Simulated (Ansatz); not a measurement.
# GeW (Fm-3m) in Ansatz: reference runs

How does GeW come out in PBE? The cell is run as given and disturbed.

All numbers are computed with Ansatz 0.2.0; they aren't measurements. Logs are shortened: lines on timing, memory, paths and dates and some standing lists are left out, and cuts for length are marked.

## (1) The structure

It takes space group Fm-3m (No. 225, cubic). The conventional cell has a = 5.155 Å, b = 5.155 Å, c = 5.155 Å, α = 90.00°, β = 90.00°, γ = 90.00°. Ge (site symmetry m-3m) has 6 W at 2.58 Å as nearest neighbours. W (site symmetry m-3m) has 6 Ge at 2.58 Å as nearest neighbours.

The cell was built by a generator and needn't be a form met in nature.

## (2) Single point, PBE

input.yaml reads:

```yaml
crystal:
  lattice:
    - [0.0, 2.57761, 2.57761]
    - [2.57761, 0.0, 2.57761]
    - [2.57761, 2.57761, 0.0]
  atoms:
    - { symbol: Ge, position: [0.5, 0.5, 0.5] }
    - { symbol: W, position: [0.0, 0.0, 0.0] }
hamiltonian:
  xc: pbe
  pseudopotentials: { kind: paw }
kpoints:
  mp_grid: { grid: [9, 9, 9] }
scf:
  occupations: { method: fermi_dirac, width: 0.05 }
output:
  forces: true
  stress: true
  eigenvalues: true
```

Potentials or basis: Ansatz PAW.

Command:

```bash
$ ansatz run input.yaml --threads 2 --pin off --max-ram 5632MiB --backend cpu --events-out ev --progress --plain --runs-dir out
```

The program printed:

```text
Warning: RAYON_NUM_THREADS=2 ignored (pool sized by the plan → 2); use --threads N
Engine: ansatz 0.2.0, x86_64-unknown-linux-gnu
Pseudopotentials: kind: paw
Pseudopotential: Ge, paw, valence charge 14, recommended cutoff 420 eV (normal), Ge.paw.azcp
Pseudopotential: W, paw, valence charge 14, recommended cutoff 420 eV (normal), W.paw.azcp
Functional definition: PBE
  parameter kappa = 0.804
  parameter beta = 0.06672455060314922
  exchange = pbe_x(kappa = kappa, mu = beta*pi^2/3)
  correlation = pbe_c(beta = beta)
Crystal: 2 atoms, lattice volume = 34.252 Å³
Basis set: ecut = 420 eV, 645 PW (Γ), exchange–correlation on 50×50×50 points (8 copies of the dense FFT grid, shifted against one another)
Bands: 18, of which v1, the nominal top of the filled ones, is band 14 counted from 1 (13 counted from 0)
Symmetry: 48 space group operations
Space group: Fm-3m (ITA 225), of the structure as read, at distance tolerance 3.2e-5 Å
k-points: 35 of 729
Non-local potential: Ge, projectors of the file, l = 0: 2, l = 1: 2, l = 2: 3, l = 3: 1
Non-local potential: W, projectors of the file, l = 0: 3, l = 1: 2, l = 2: 2, l = 3: 1
PAW form: soft (Blöchl's): semilocal exchange-correlation on the pseudo side does not see the compensation charge
PAW one-centre angular grid: Ge, 590 points (default); XC on 64 Gauss nodes
PAW one-centre angular grid: W, 590 points (default); XC on 64 Gauss nodes
Initial density: superposition of atomic densities (neutral atoms: chi_scale 0, normalization atom), corrected by the library's trained network
Initial wavefunctions: pseudopotential atomic-orbital guess
Functional: x = pbe(κ = 0.804, μ = 0.2195149727645171), c = pbe(β = 0.06672455060314922)
SCF iter   1: F=—  HF=-14678.058274 eV  |F-HF|=—  |Δ(HF+E_count)|=         —  Δρ=5.17e-3  dr2=1.07e-2  ethr=1.77e-3  ⟨swp⟩=5.8  Hψ=3180  notcnv=0
preconditioner: auto → Kerker (q_TF=auto, 2.638 Å⁻¹)  [metal: Δε(μ)=0.048 eV  Ē_g=16.962 eV  σ=0.050 eV  W_gap=0.23  n_scr=14 (ndim 8)  ℏωp=28.4 eV  f_vac=0.000  D(μ)=3.01/eV (n_scr^D=26)]
SCF iter   2: F=—  HF=-14678.056557 eV  |F-HF|=—  |Δ(HF+E_count)|=   1.72e-3  Δρ=2.49e-3  dr2=1.94e-3  ethr=3.84e-5  ⟨swp⟩=1.1  Hψ=922  notcnv=0
SCF iter   3: F=—  HF=-14678.056407 eV  |F-HF|=—  |Δ(HF+E_count)|=   1.50e-4  Δρ=5.70e-4  dr2=5.78e-5  ethr=6.93e-6  ⟨swp⟩=2.0  Hψ=776  notcnv=0
SCF iter   4: F=—  HF=-14678.056426 eV  |F-HF|=—  |Δ(HF+E_count)|=   1.85e-5  Δρ=1.84e-4  dr2=9.05e-6  ethr=2.06e-7  ⟨swp⟩=2.1  Hψ=976  notcnv=0
SCF iter   5: F=—  HF=-14678.056417 eV  |F-HF|=—  |Δ(HF+E_count)|=   8.25e-6  Δρ=5.70e-5  dr2=9.38e-7  ethr=3.23e-8  ⟨swp⟩=2.0  Hψ=942  notcnv=0
SCF iter   6: F=-14678.056417 eV  HF=-14678.056417 eV  |F-HF|=6.29e-9  |Δ(HF+E_count)|=   6.00e-8  Δρ=1.18e-5  dr2=4.01e-8  ethr=3.57e-10  ⟨swp⟩=5.6  Hψ=2675  notcnv=0
SCF 1 converged in 6 iterations: F = -14678.056417 eV  dr2 = 4.01e-8
SCF converged after 6 iterations
Free energy (F): -14678.056417 eV
Harris-Foulkes:  -14678.056417 eV  (|F-HF|=6.29e-9)
Internal energy: -14678.032445 eV  (E = F + TS)
E sigma→0 (E₀):  -14678.044431 eV
Entropy (-TS):   -0.023972 eV (-11.986 meV/atom)
Fermi energy:    16.608696 eV
--- Per-component energies (eV) ---
  E_band       = -203.135359
  E_kinetic    = 562.362435
  E_local      = -2815.621013  (includes V_loc(G=0)·N_el)
  E_nonlocal   = 422.107852
  E_hartree    = 1185.493650
  E_xc         = -342.015534
  E_vxc        = -302.897175  (∫ρ·V_xc dr)
  E_paw        = -10583.687171  (= ΣΔE_a)
  E_vpaw       = -440.078215  (= ΣTr[D̂ρ^β])
  E_aug_tail   = 0.000282  (compensation charges beyond the density's cutoff)
  E_ewald      = -3106.672946
  E_smearing   = -0.023972  (= −TS)
  E_closure    = 0.000000  (closes the sum)
  Σ components = -14678.056417   (vs F -14678.056417, Δ=0.00e0)
--- Forces (eV/Å), atoms counted from 1 ---
  atom   1  Ge     0.00000000    -0.00000000    -0.00000000
  atom   2  W     -0.00000000     0.00000000     0.00000000
  max |Σ_I F_I| component: 4.85e-29 eV/Å
--- Stress (GPa, compression-positive) ---
        0.196928       0.000000       0.000000
        0.000000       0.196928      -0.000000
        0.000000       0.000000       0.196928
  P = ⅓ Tr σ = 0.1969 GPa (1.969 kbar)
--- Band table (eV; the first three rows and the last of 35) ---
  k-point 0: bands = ["-57.8054", "-22.0363", "-22.0363", "-22.0363", "-7.8325", "-7.8325", "-7.7731", "-7.7731", "-7.7731", "4.2822", "14.9984", "14.9984", "14.9984", "15.7353", "15.7353", "19.0393", "19.0393", "19.0393"]
  k-point 1: bands = ["-57.8050", "-22.0485", "-22.0385", "-22.0385", "-7.8281", "-7.8281", "-7.7720", "-7.7712", "-7.7712", "4.5236", "14.5452", "14.8825", "14.8825", "15.4387", "15.4387", "18.4642", "19.9017", "19.9017"]
  k-point 2: bands = ["-57.8040", "-22.0789", "-22.0440", "-22.0440", "-7.8170", "-7.8170", "-7.7692", "-7.7664", "-7.7664", "5.2256", "13.2759", "14.0469", "14.0469", "15.8095", "15.8095", "17.7971", "21.6263", "21.6263"]
  k-point 34: bands = ["-57.8012", "-22.1071", "-22.0944", "-22.0755", "-7.8246", "-7.8019", "-7.7667", "-7.7603", "-7.7476", "7.5030", "11.9498", "12.6109", "13.0810", "17.1504", "17.1706", "18.1160", "18.1554", "20.0328"]
```

Run time: 0.84 s. Hardware: 2 threads of Intel Xeon Platinum 8375C at 2.90GHz (Ice Lake), shared host; peak memory 0.37 GiB.

Results:

* Free energy: -14678.0564 eV
* Pressure: 0.2 GPa
* Band gap on the k mesh: none (metal or under the smearing width)

Levels at points of the mesh, in eV from the Fermi level:
```
           k point  band 10  band 11  band 12  band 13  band 14  band 15  band 16  band 17  band 18
(0.00, 0.00, 0.00)   -12.33    -1.61    -1.61    -1.61    -0.87    -0.87     2.43     2.43     2.43
```

## (3) Single point, PBE (atoms moved at random, drawn with an rms of 0.05 Å)

input.yaml, as its differences from that of step 2:

```diff
@@ -6,4 +6,4 @@
   atoms:
-    - { symbol: Ge, position: [0.5, 0.5, 0.5] }
-    - { symbol: W, position: [0.0, 0.0, 0.0] }
+    - { symbol: Ge, position: [0.506003, 0.481925, 0.510255] }
+    - { symbol: W, position: [0.015699, -0.001221, -0.008586] }
 hamiltonian:
@@ -19 +19,5 @@
   eigenvalues: true
+  write_density: true
+  write_potential: true
+  elf: true
+  volumetric_format: npy
```

Potentials or basis: Ansatz PAW.

Command:

```bash
$ ansatz run input.yaml --threads 2 --pin off --max-ram 5632MiB --backend cpu --events-out ev --progress --plain --runs-dir out
```

Wall time 9.8 s (2 threads of Intel Xeon Platinum 8375C at 2.90GHz (Ice Lake), shared host); peak memory 0.58 GiB.

It converged, with:

| Item | Value |
| --- | --- |
| Free energy | -14678.0323 eV |
| Pressure | 0.6 GPa |
| Largest force | 0.669 eV/Å |
| Band gap on the k mesh | none (metal or under the smearing width) |

Forces in eV/Å, atoms in the order of the input:
```
Ge  -0.046 -0.212  0.633
W    0.046  0.212 -0.633
```

Stress tensor (GPa, compression positive):
```
 0.09 -0.01  0.04
-0.01  0.26  0.17
 0.04  0.17  1.56
```

Levels at points of the mesh, in eV from the Fermi level:
```csv
k point,band 12,band 13,band 14,band 15,band 16,band 17
"(0.00, 0.00, 0.00)",-1.63,-1.60,-0.92,-0.87,2.47,2.47
```

The run has no spin-orbit coupling, so splittings on W are missing.
